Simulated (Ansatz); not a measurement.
# C₂H₆GaO radical: how energies converge with the basis set

An exercise on one series of results from a longer session: the logs are not shown, and one member is left open.

Program: Ansatz 0.2.0, Gaussian basis. Level of theory: one geometry, several basis sets. These are calculated values, not measurements.

Plan: PBE0-D4/def2-SVP; ωB97M-V/def2-SVP; PBE0-D4/def2-QZVPP; ωB97M-V/def2-QZVPP; the functionals' def2-TZVPP values are taken from earlier runs.

## The geometry

The geometry comes from an earlier relaxation with PBE0-D4 in a triple-zeta def2 set; it is a stationary point, not always the lowest conformer.

SMILES `C[O][Ga][CH3]`, 10 atoms, charge 0, spin multiplicity 2.

Atoms are counted from 1 here; the program's logs count them from 0.

Bond lengths: C1–O2 1.399 Å, C1–H5 1.098 Å, C1–H6 1.096 Å, C1–H7 1.096 Å, O2–Ga3 1.800 Å, Ga3–C4 1.999 Å, C4–H8 1.091 Å, C4–H9 1.091 Å, C4–H10 1.090 Å. Angles: O2–C1–H5 113.2°, O2–C1–H6 110.1°, O2–C1–H7 110.2°, H5–C1–H6 107.7°, H5–C1–H7 107.7°, H6–C1–H7 107.8°, C1–O2–Ga3 128.5°, O2–Ga3–C4 112.2°, Ga3–C4–H8 109.3°, Ga3–C4–H9 107.5°, Ga3–C4–H10 110.5°, H8–C4–H9 110.0°, H8–C4–H10 109.0°, H9–C4–H10 110.5°.

Coordinates:

```
C    -0.6484    1.7360   -1.1783
O    -0.4787    0.6706   -0.2872
Ga    0.9052   -0.4723   -0.1570
C     0.6294   -1.8310    1.2830
H     0.2037    1.8725   -1.8569
H    -0.7866    2.6715   -0.6238
H    -1.5421    1.5758   -1.7928
H     0.4511   -2.8070    0.8284
H    -0.2432   -1.5229    1.8615
H     1.5095   -1.8933    1.9230
```

The first run:

The input, in.yaml:

```yaml
crystal:
  periodic: [false, false, false]
  atoms:
    - {symbol: C, position_ang: [-0.648392, 1.736030, -1.178291]}
    - {symbol: O, position_ang: [-0.478680, 0.670613, -0.287225]}
    - {symbol: Ga, position_ang: [0.905249, -0.472324, -0.156981]}
    - {symbol: C, position_ang: [0.629430, -1.830987, 1.283003]}
    - {symbol: H, position_ang: [0.203670, 1.872473, -1.856877]}
    - {symbol: H, position_ang: [-0.786628, 2.671548, -0.623819]}
    - {symbol: H, position_ang: [-1.542072, 1.575774, -1.792778]}
    - {symbol: H, position_ang: [0.451092, -2.806961, 0.828430]}
    - {symbol: H, position_ang: [-0.243226, -1.522902, 1.861489]}
    - {symbol: H, position_ang: [1.509547, -1.893264, 1.923039]}
basis:
  gaussian: {orbitals: def2-SVP}
magnetization: {spin_polarized: true, initial_magnetization: 1}
hamiltonian: {xc: pbe0, dispersion: d4}
output: {orbitals: {seedname: orbitals}}
```

Among the steps run: PBE0-D4 in def2-SVP; ωB97M-V in def2-SVP; PBE0-D4 in def2-QZVPP; ωB97M-V in def2-QZVPP.

One of the session's tables, all rows but one given; the rest of the session is left out.

It belongs to the step «Functionals by basis». 

| functional | basis | HOMO (eV) | LUMO (eV) |
| --- | --- | --- | --- |
| PBE0-D4 | def2-SVP | ? | ? |
| PBE0-D4 | def2-TZVPP | -5.53 | -2.43 |
| PBE0-D4 | def2-QZVPP | -5.56 | -2.49 |
| ωB97M-V | def2-SVP | -7.47 | -0.76 |
| ωB97M-V | def2-TZVPP | -7.52 | -0.80 |
| ωB97M-V | def2-QZVPP | -7.56 | -0.93 |

**Question.** Estimate the row for PBE0-D4, def2-SVP.

As computed: HOMO (eV): -5.47; LUMO (eV): -2.39. In the column «HOMO (eV)» it is the highest.
